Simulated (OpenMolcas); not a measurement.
**GaHClOF (SMILES [OH][Ga]([F])[Cl]), step by step**

We compute a single-point energy (HF/ANO-R0), then the energy (CASSCF(2,2)/ANO-R1), then the energy along one coordinate (CASPT2(2,2)/ANO-R1), then an energy scan (SC-NEVPT2(2,2)/ANO-R1), then an energy scan (MC-PDFT[tPBE](2,2)/ANO-R1) of GaHClOF. 

The calculation is run with OpenMolcas 26.06.

## (1) The molecule

GaHClOF: 5 atoms, total charge 0, spin state singlet. As SMILES, `[OH][Ga]([F])[Cl]`. Geometry: relaxed at PBE0-D4/def2-TZVP. This is one conformer, not always the lowest.

Bond lengths: O1–Ga2 1.761 Å, Ga2–F3 1.733 Å, Ga2–Cl4 2.115 Å, O1–H5 0.961 Å. Angles: O1–Ga2–F3 117.4°, O1–Ga2–Cl4 124.1°, F3–Ga2–Cl4 118.5°, Ga2–O1–H5 113.2°.

## (2) A single-point energy at HF/ANO-R0 (sfX2C) (run 1)

Contents of coord.xyz:

```xyz
5

O     -0.411400    -1.212900     0.567400
Ga     0.024700     0.194000    -0.397200
F     -0.341800     0.143700    -2.089800
Cl     0.960300     1.923100     0.382300
H     -0.182000    -1.121400     1.495800
```

Contents of step1.inp:

```
>>> EXPORT MOLCAS_PRINT=2

&GATEWAY
  Coord=coord.xyz
  Basis=ANO-R0
  Group=NoSym

&SEWARD

&SCF
  PrOrbitals=0

&LOCALISATION
  Occupied
  Freeze
  Pipek-Mezey

&LOCALISATION
  FileOrb=$Project.LocOrb
  Virtual
  Pipek-Mezey
```

On the command line:

```bash
export MOLCAS_MEM=1860
pymolcas step1.inp > step1.log
```

The log of the run:

```text
--- Start Module: gateway ---
[...]
--- Stop Module: gateway /rc=_RC_ALL_IS_WELL_ ---
[...]
      Basis functions           38
[...]
       Convergence after  12 Iterations
[...]
::    Total SCF energy                              -2577.8654447231
[...]
      Total spin, S                                     0.0000000000
[...]
      Total electronic charge=   66.000000
      Total            charge=   -0.000000
[...]
      Dipole Moment (debye):
      Origin of the operator (angstrom)=    0.1574    0.4490   -0.3083
                   X= -2.2711E-01               Y= -1.1299E+00               Z=  1.3859E+00           Total=  1.8024E+00
      Quadrupole Moment (debye*angstrom):
[...]
--- Start Module: localisation ---
[...]
--- Stop Module: localisation /rc=_RC_ALL_IS_WELL_ ---
--- Start Module: localisation ---
[...]
--- Stop Module: localisation /rc=_RC_ALL_IS_WELL_ ---
[...]
```

It took 7.5 s on 1 thread of Intel Xeon Platinum 8259CL at 2.50GHz (Skylake/Cascade Lake), shared host; peak memory 0.42 GiB.

## (3) The energy at CASSCF(2,2)/ANO-R1 (sfX2C, RICD fitting) (run 2)

coord.xyz is that of step 2.

Contents of step2.inp:

```
&GATEWAY
Coord=coord.xyz
Basis=ANO-R0
Group=NoSym
&SEWARD
&RASSCF
FileOrb=$CurrDir/step1.LocOrb
Alter=2
1 23 33
1 34 35
Spin=1
Nactel=2 0 0
Inactive=32
Ras2=2
OrbListing=Nothing
>>> COPY $Project.RunFile RUNFIL1
>>> COPY $Project.RasOrb INPORB
&GATEWAY
Coord=coord.xyz
Basis=ANO-R1
Group=NoSym
RICD
&SEWARD
>>> COPY $Project.RunFile RUNFIL2
&EXPBAS
&RASSCF
FileOrb=$Project.ExpOrb
Spin=1
Nactel=2 0 0
Inactive=32
Ras2=2
OrbListing=Nothing
OrbAppear=Compact
```

On the command line:

```bash
export MOLCAS_MEM=1860
pymolcas step2.inp > step2.log
```

The log of the run:

```text
--- Start Module: gateway ---
[...]
--- Stop Module: gateway /rc=_RC_ALL_IS_WELL_ ---
[...]
      Basis functions           38
[...]
      Number of active orbitals                  2
[...]
      Spin quantum number                      0.0
[...]
      Active orbitals                            2
[...]
      Number of CSFs                             3
[...]
      Number of root(s) required                 1
[...]
      Convergence after 21 iterations
[...]
      printout of CI-coefficients larger than  0.05 for root  1
      energy=   -2577.883607
      conf/sym  11     Coeff  Weight
             1  20   0.99152 0.98311
             3  02  -0.12996 0.01689
      Natural orbitals and occupation numbers for root  1
      sym 1:   1.966219   0.033781
      ************************************************************************************************************************
      *                                                    Final results                                                     *
[...]
::    RASSCF root number  1 Total energy:  -2577.88360732
[...]
      Basis functions           90
[...]
--- Start Module: expbas ---
[...]
--- Stop Module: expbas /rc=_RC_ALL_IS_WELL_ ---
--- Start Module: rasscf ---
[...]
      Convergence after 18 iterations
[...]
      Natural orbitals and occupation numbers for root  1
      sym 1:   1.978631   0.021369
      ************************************************************************************************************************
      *                                                    Final results                                                     *
[...]
::    RASSCF root number  1 Total energy:  -2578.40413875
[...]
      Total electronic charge=   66.000000
      Total            charge=   -0.000000
[...]
      Dipole Moment (debye):
      Origin of the operator (angstrom)=    0.1574    0.4490   -0.3083
                   X=  4.4083E-01               Y= -1.1686E-01               Z=  2.4338E+00           Total=  2.4762E+00
      Quadrupole Moment (debye*angstrom):
[...]
--- Stop Module: rasscf /rc=_RC_ALL_IS_WELL_ ---
[...]
```

It took 26 s on 1 thread of Intel Xeon Platinum 8259CL at 2.50GHz (Skylake/Cascade Lake), shared host; peak memory 0.42 GiB.

## (4) The energy along one coordinate at CASPT2(2,2)/ANO-R1 (sfX2C, RICD fitting, ipea shift 0.25 Eh, pt2 variant SS) (run 3)

Contents of step3.input:

```
>>> COPY $CurrDir/step2.RasOrb $Project.RasOrb
>>> ForEach K in (1, 2, 3, 4, 5, 6, 7, 8, 9)
&GATEWAY
Coord = $CurrDir/point$K.xyz
Basis = ANO-R1
Group = NoSym
RICD
&SEWARD
&RASSCF
FileOrb = $Project.RasOrb
Spin = 1
Nactel = 2 0 0
Inactive = 32
Ras2 = 2
OrbListing = Nothing
OrbAppear = Compact
&CASPT2
Imaginary = 0.2
Frozen = 16
>>> EndDo
```

On the command line:

```bash
export MOLCAS_MEM=1860
pymolcas step3.input > step3.log
```

The log of the run:

```text
[...]
      Basis functions           90
[...]
      Number of active orbitals                  2
[...]
      Spin quantum number                      0.0
[...]
      Active orbitals                            2
[...]
      Number of CSFs                             3
[...]
      Number of root(s) required                 1
[...]
      Convergence after 16 iterations
[...]
      Natural orbitals and occupation numbers for root  1
      sym 1:   1.985898   0.014102
      ************************************************************************************************************************
      *                                                    Final results                                                     *
[...]
::    RASSCF root number  1 Total energy:  -2578.38323415
[...]
::    CASPT2 Root  1     Total energy:  -2579.33337670
[...]
      Convergence after 16 iterations
[...]
      Natural orbitals and occupation numbers for root  1
      sym 1:   1.978613   0.021387
      ************************************************************************************************************************
      *                                                    Final results                                                     *
[...]
      Convergence after 13 iterations
[...]
      Natural orbitals and occupation numbers for root  1
      sym 1:   1.518194   0.481806
      ************************************************************************************************************************
      *                                                    Final results                                                     *
[...]
      Convergence after 12 iterations
[...]
      Natural orbitals and occupation numbers for root  1
      sym 1:   1.265924   0.734076
      ************************************************************************************************************************
      *                                                    Final results                                                     *
[...]
      Convergence after 10 iterations
[...]
      Natural orbitals and occupation numbers for root  1
      sym 1:   1.103356   0.896644
      ************************************************************************************************************************
      *                                                    Final results                                                     *
[...]
::    RASSCF root number  1 Total energy:  -2578.27047234
[...]
::    CASPT2 Root  1     Total energy:  -2579.18419487
[...]
      Convergence after  8 iterations
[...]
::    RASSCF root number  1 Total energy:  -2578.26962863
[...]
::    CASPT2 Root  1     Total energy:  -2579.18252852
[...]
```

Wall time 3.2 min (1 thread of Intel Xeon Platinum 8259CL at 2.50GHz (Skylake/Cascade Lake), shared host); peak memory 0.16 GiB.

The scan, from its lowest point:

```tsv
Ga2–O1 (Å)	energy (kJ/mol)
1.585	44.1
1.761	0.0
1.937	42.3
2.201	153.9
2.553	289.6
2.993	383.8
3.521	422.9
4.226	435.8
5.282	440.2
```

## (5) An energy scan at SC-NEVPT2(2,2)/ANO-R1 (sfX2C, RICD fitting, pt2 variant SC-NEVPT2) (run 4)

Contents of step4.input:

```
* ClFGaHO NEVPT2
>>> COPY $CurrDir/step2.RasOrb $Project.RasOrb
>>> ForEach K in (1, 2, 3, 4, 5, 6, 7, 8, 9)

&GATEWAY
 Coord = $CurrDir/point$K.xyz
 Basis = ANO-R1
 Group = NoSym
 RICD

&SEWARD

&RASSCF
 FileOrb = $Project.RasOrb
 Spin = 1
 Nactel = 2 0 0
 Inactive = 32
 Ras2 = 2
 OrbListing = Nothing
 OrbAppear = Compact

&CASPT2
 SC-NEVPT2
 Frozen = 16
>>> EndDo
```

On the command line:

```bash
export MOLCAS_MEM=1860
pymolcas step4.input > step4.log
```

The log of the run:

```text
[...]
      Basis functions           90
[...]
      Number of active orbitals                  2
[...]
      Spin quantum number                      0.0
[...]
      Active orbitals                            2
[...]
      Number of CSFs                             3
[...]
      Number of root(s) required                 1
[...]
      Convergence after 16 iterations
[...]
      printout of CI-coefficients larger than  0.05 for root  1
      energy=   -2578.383234
      conf/sym  11     Coeff  Weight
             1  20   0.99647 0.99295
             3  02  -0.08397 0.00705
      Natural orbitals and occupation numbers for root  1
      sym 1:   1.985898   0.014102
      ************************************************************************************************************************
      *                                                    Final results                                                     *
[...]
::    RASSCF root number  1 Total energy:  -2578.38323415
[...]
      E2 (Variational):          -0.9453262379
[...]
::    SC-NEVPT2 Root  1     Total energy:  -2579.32842108
[...]
      Convergence after 16 iterations
[...]
      Natural orbitals and occupation numbers for root  1
      sym 1:   1.978613   0.021387
      ************************************************************************************************************************
      *                                                    Final results                                                     *
[...]
      Convergence after 13 iterations
[...]
      Natural orbitals and occupation numbers for root  1
      sym 1:   1.518194   0.481806
      ************************************************************************************************************************
      *                                                    Final results                                                     *
[...]
      Convergence after 12 iterations
[...]
      Natural orbitals and occupation numbers for root  1
      sym 1:   1.265924   0.734076
      ************************************************************************************************************************
      *                                                    Final results                                                     *
[...]
      Convergence after 10 iterations
[...]
::    RASSCF root number  1 Total energy:  -2578.27047234
[...]
::    SC-NEVPT2 Root  1     Total energy:  -2579.18037175
[...]
      Convergence after  8 iterations
[...]
::    RASSCF root number  1 Total energy:  -2578.26962863
[...]
      E2 (Variational):          -0.9092673087
[...]
      Reference weight:           0.83328
[...]
::    SC-NEVPT2 Root  1     Total energy:  -2579.17889593
[...]
```

It took 3 min on 1 thread of Intel Xeon Platinum 8259CL at 2.50GHz (Skylake/Cascade Lake), shared host; peak memory 0.16 GiB.

The scan, from its lowest point:

```tsv
Ga2–O1 (Å)	energy (kJ/mol)
1.585	50.5
1.761	0.0
1.937	37.0
2.201	145.8
2.553	288.2
2.993	387.8
3.521	426.9
4.226	439.2
5.282	443.1
```

## (6) An energy scan at MC-PDFT[tPBE](2,2)/ANO-R1 (sfX2C, RICD fitting) (run 5)

Contents of step5.input:

```
>>> COPY $CurrDir/step2.RasOrb $Project.RasOrb
>>> ForEach K in (1, 2, 3, 4, 5, 6, 7, 8, 9)

&gateway
 coord
 $CurrDir/point$K.xyz
 basis
 ANO-R1
 group
 NoSym
 ricd

&seward

&rasscf
 fileorb
 $Project.RasOrb
 spin
 1
 nactel
 2 0 0
 inactive
 32
 ras2
 2
 orblisting
 Nothing
 orbappear
 Compact

&mcpdft
 ksdft
 T:PBE
>>> EndDo
```

On the command line:

```bash
export MOLCAS_MEM=1860
pymolcas step5.input > step5.log
```

The log of the run:

```text
--- Start Module: gateway ---
[...]
      Basis functions           90
[...]
      Number of active orbitals                  2
[...]
      Spin quantum number                      0.0
[...]
      Active orbitals                            2
[...]
      Number of CSFs                             3
[...]
      Number of root(s) required                 1
[...]
      Convergence after 16 iterations
[...]
      printout of CI-coefficients larger than  0.05 for root  1
      energy=   -2578.383234
      conf/sym  11     Coeff  Weight
             1  20   0.99647 0.99295
             3  02  -0.08397 0.00705
      Natural orbitals and occupation numbers for root  1
      sym 1:   1.985898   0.014102
      ************************************************************************************************************************
      *                                                    Final results                                                     *
[...]
::    RASSCF root number  1 Total energy:  -2578.38323415
[...]
::    MCPDFT root number  1 Total energy:  -2580.83484975
[...]
      Convergence after 16 iterations
[...]
      Natural orbitals and occupation numbers for root  1
      sym 1:   1.978613   0.021387
      ************************************************************************************************************************
      *                                                    Final results                                                     *
[...]
      Convergence after 13 iterations
[...]
      Natural orbitals and occupation numbers for root  1
      sym 1:   1.518194   0.481806
      ************************************************************************************************************************
      *                                                    Final results                                                     *
[...]
      Convergence after 12 iterations
[...]
      Natural orbitals and occupation numbers for root  1
      sym 1:   1.265924   0.734076
      ************************************************************************************************************************
      *                                                    Final results                                                     *
[...]
      Convergence after 10 iterations
[...]
::    RASSCF root number  1 Total energy:  -2578.27047234
[...]
::    MCPDFT root number  1 Total energy:  -2580.68921347
[...]
      Convergence after  8 iterations
[...]
::    RASSCF root number  1 Total energy:  -2578.26962863
[...]
      Total electronic charge=   66.000000
      Total            charge=   -0.000000
[...]
::    MCPDFT root number  1 Total energy:  -2580.68794953
[...]
```

Wall time 2.8 min (1 thread of Intel Xeon Platinum 8259CL at 2.50GHz (Skylake/Cascade Lake), shared host); peak memory 0.16 GiB.

The scan, from its lowest point:

```tsv
Ga2–O1 (Å)	energy (kJ/mol)
1.585	51.6
1.761	0.0
1.937	33.9
2.201	134.0
2.553	266.5
2.993	372.9
3.521	419.8
4.226	434.0
5.282	437.3
```

## (7) Results

```
                                                   quantity           value
                             run 1, HF/ANO-R0: total energy  -2577.86544 Eh
                            run 1, HF/ANO-R0: dipole moment          1.80 D
                              run 1, HF/ANO-R0: HOMO energy       -11.33 eV
                              run 1, HF/ANO-R0: LUMO energy         2.63 eV
                            run 1, HF/ANO-R0: HOMO–LUMO gap        13.96 eV
                    run 2, CASSCF(2,2)/ANO-R1: total energy  -2578.40414 Eh
  run 2, CASSCF(2,2)/ANO-R1: dipole moment (CASSCF density)          2.48 D
       run 3, CASPT2(2,2)/ANO-R1: lowest energy of the scan  -2579.35019 Eh
    run 4, SC-NEVPT2(2,2)/ANO-R1: lowest energy of the scan  -2579.34766 Eh
run 5, MC-PDFT[tPBE](2,2)/ANO-R1: lowest energy of the scan  -2580.85450 Eh
```

Mulliken charges (run 1, HF/ANO-R0) run from -0.55 on O1 to +0.90 on Ga2; they depend strongly on the basis.
